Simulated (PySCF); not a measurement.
**The bond of CdS, level by level**

One table from this session's results is given with a row withheld; the runs are named, their logs left out.

Method: Cd def2-SVP with ECP28, S def2-SVP, scalar-relativistic core potentials; program: PySCF 2.14.0.

Set-up of the first run:

Settings of the job:

```
atoms                         : Cd, S
charge                        : 0
basis                         : Cd def2-SVP with ECP28, S def2-SVP
Hamiltonian                   : scalar-relativistic core potentials
basis functions               : 49
electrons treated             : 36
masses in u                   : 113.9034, 31.9721
levels                        : PBE0, PBE, r²SCAN, BP86, MN15, M06, HSE06, HF, MP2, SCS-MP2, CCSD, CCSD(T)
grid                          : 80 radial by 434 angular points
occupations                   : held fixed by the projection of orbital angular momentum
dissociation limit            : Cd + S, each in its ground configuration
starting distance in angstrom : 2.385
values of 2S to try           : 0, 2
```

The run is started by

```sh
OMP_NUM_THREADS=1 python dia.py task.json out
```

Steps of the session up to this table: Input; PBE0 along the bond; Other states along the same grid; PBE; r²SCAN (meta-GGA); BP86; MN15 (hybrid meta-GGA); M06 (hybrid meta-GGA); HSE06; RHF (mean field); Adding correlation.

One of the session's tables, all rows but one given; the rest of the session is left out.

| level | Re (Å) | ωe (cm⁻¹) |
| --- | --- | --- |
| RHF | 2.293 | 355 |
| RHF-MP2 | ? | ? |
| RHF-SCS-MP2 | 2.255 | 399 |
| RHF-CCSD | 2.275 | 372 |
| RHF-CCSD(T) | 2.271 | 381 |
| PBE | 2.256 | 383 |
| BP86 | 2.259 | 380 |
| r²SCAN | 2.237 | 400 |
| PBE0 | 2.246 | 393 |
| M06 | 2.262 | 376 |
| HSE06 | 2.248 | 390 |
| MN15 | 2.246 | 376 |

**Question.** Estimate the row for RHF-MP2.

As computed: Re (Å): 2.236; ωe (cm⁻¹): 417. In the column «Re (Å)» it is the lowest.

De is counted to Cd + S in their ground configurations.
